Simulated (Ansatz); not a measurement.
This script makes a scan of the energy under strain of Al, space group P6_3/mmc with Ansatz 0.2.0, Python API.

`al_strain.py`:
```python
'''A rhombohedral strain scan of Al.'''

import ansatz as az
import numpy as np

FUNCTIONAL = 'LDA'
SIGMA = 0.05
CUTOFF_EV = 520
KGRID = (14, 14, 4)

vectors0 = np.array([
    [2.827077, 0.0, 0.0],
    [-1.413539, 2.448321, 0.0],
    [0.0, 0.0, 9.185993],
])
sites = [
    ('Al', [0.0, 0.0, 0.0]),
    ('Al', [1 / 3, 2 / 3, 0.25]),
    ('Al', [0.0, 0.0, 0.5]),
    ('Al', [2 / 3, 1 / 3, 0.75]),
]


def crystal_on(cell):
    crystal = az.Crystal(lattice=az.Lattice.of(cell))
    for symbol, position in sites:
        crystal = crystal.atom(symbol, position)
    return crystal


def main() -> None:
    # clamped ions: the fractional positions stay as typed
    values = np.linspace(-0.01, 0.01, 7)
    energies = []
    for d in values:
        strain = d / 2 * (np.ones((3, 3)) - np.eye(3))
        cell = vectors0 @ (np.eye(3) + strain)
        calculation = (
            crystal_on(cell).calculation()
            .functional(FUNCTIONAL)
            .occupations(az.OccupationsMethod.FERMI_DIRAC, width=SIGMA)
            .pseudopotentials('paw')
            .basis(CUTOFF_EV)
            .kpoints(*KGRID)
            .stress()
        )
        summary = calculation.run().report
        energies.append(summary['free_energy_ev'] / len(sites))
        s = summary['stress_gpa']
        print(f'd = {d:+.4f}  stress xx yy zz xy (GPa, compression positive): {s[0][0]:8.3f} {s[1][1]:8.3f} {s[2][2]:8.3f} {s[0][1]:8.3f}')
    energies = np.array(energies)

    for value, e in zip(values, energies):
        print(f'strain {value:7.3f}   E - Emin = {1000 * (e - energies.min()):9.3f} meV/atom')
    curvature = 2 * np.polyfit(values, energies, 3)[1]
    volume = abs(np.linalg.det(vectors0)) / len(sites)
    print(f'd2E/dd2 over the volume: {curvature / volume * 160.21766:.1f} GPa')


if __name__ == '__main__':
    main()
```

How much energy does this rhombohedral strain cost, and what curvature follows?

Against the unstrained cell the energy per atom changes by +0.33 meV at one end of the scan and +0.17 meV at the other, and its second derivative over the volume is 50.6 GPa.

What the script printed:

Running `python al_strain.py` prints:
```text
d = -0.0100  stress xx yy zz xy (GPa, compression positive):   -0.720   -0.743    0.732    0.098
d = -0.0067  stress xx yy zz xy (GPa, compression positive):   -0.736   -0.751    0.691    0.043
d = -0.0033  stress xx yy zz xy (GPa, compression positive):   -0.747   -0.751    0.657    0.010
d = +0.0000  stress xx yy zz xy (GPa, compression positive):   -0.751   -0.751    0.642   -0.000
d = +0.0033  stress xx yy zz xy (GPa, compression positive):   -0.745   -0.752    0.655    0.011
d = +0.0067  stress xx yy zz xy (GPa, compression positive):   -0.718   -0.752    0.681    0.043
d = +0.0100  stress xx yy zz xy (GPa, compression positive):   -0.671   -0.742    0.704    0.077
strain  -0.010   E - Emin =     0.333 meV/atom
strain  -0.007   E - Emin =     0.142 meV/atom
strain  -0.003   E - Emin =     0.033 meV/atom
strain   0.000   E - Emin =     0.000 meV/atom
strain   0.003   E - Emin =     0.026 meV/atom
strain   0.007   E - Emin =     0.090 meV/atom
strain   0.010   E - Emin =     0.172 meV/atom
d2E/dd2 over the volume: 50.6 GPa
```

Reading the output:
- The curvature belongs to this strain pattern and to the cell's stress; it equals a single elastic constant only for simple patterns.
- In a metal a curvature from energy changes of a few meV or less hangs on mesh and smearing, in size and even in sign.
- This isn't the structure that Al takes at ambient conditions.
- The ions keep their fractional positions (clamped ions).
- Run time: 2.9 min on 1 thread of Arm Neoverse V1 (shared host), peak memory 0.71 GiB.
